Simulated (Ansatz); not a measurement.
# ScIn3Rh: the cost of one run

Method: DFT PBE, scalar-relativistic, plane waves, PAW, in Ansatz 0.2.0.

1 further run of the same task is left out (it didn't finish).

## (1) Starting point

Symmetry: Pm-3m, No. 221, cubic system. The conventional cell has a = 4.925 Å, b = 4.925 Å, c = 4.925 Å, α = 90.00°, β = 90.00°, γ = 90.00°. Sc (site symmetry m-3m) is surrounded by 12 In at 3.48 Å. In (site symmetry 4/mmm) has 2 Rh at 2.46 Å as nearest neighbours. Around Rh (site symmetry m-3m) lie 6 In at 2.46 Å.

As a file:

```
Sc In Rh
1.0
     4.92510    0.00000    0.00000
     0.00000    4.92510    0.00000
     0.00000    0.00000    4.92510
Sc In Rh
1 3 1
Direct
  0.50000 0.50000 0.50000
  0.50000 0.00000 0.00000
  0.00000 0.50000 0.00000
  0.00000 0.00000 0.50000
  0.00000 0.00000 0.00000
```

Recipe of the guess: random cell by space group and Wyckoff sites (Pm-3m, No. 221). The dimensions are guesses.

## (2) Probe: one point on a coarse mesh

input.yaml reads:

```yaml
crystal:
  lattice:
    - [4.92510281, 0.0, 0.0]
    - [0.0, 4.92510281, 0.0]
    - [0.0, 0.0, 4.92510281]
  atoms:
    - { symbol: Sc, position: [0.5, 0.5, 0.5] }
    - { symbol: In, position: [0.5, 0.0, 0.0] }
    - { symbol: In, position: [0.0, 0.5, 0.0] }
    - { symbol: In, position: [0.0, 0.0, 0.5] }
    - { symbol: Rh, position: [0.0, 0.0, 0.0] }
basis:
  ecutwfc: 420
kpoints:
  mp_grid: { grid: [4, 4, 4] }
hamiltonian:
  xc: pbe
scf:
  occupations: { method: gaussian, width: 0.1 }
  lower_state_search: "off"
output:
  forces: true
  stress: true
  eigenvalues: true
```

Started as:

```console
$ ansatz run input.yaml --threads 1 --pin off --max-ram 2560MiB --backend cpu --events-out ev --progress --plain --runs-dir out
```

What time and memory should one allow on 1 thread of Intel Xeon 6975P-C (Granite Rapids), shared host?

About 2.3 s, with a peak of 0.47 GiB.
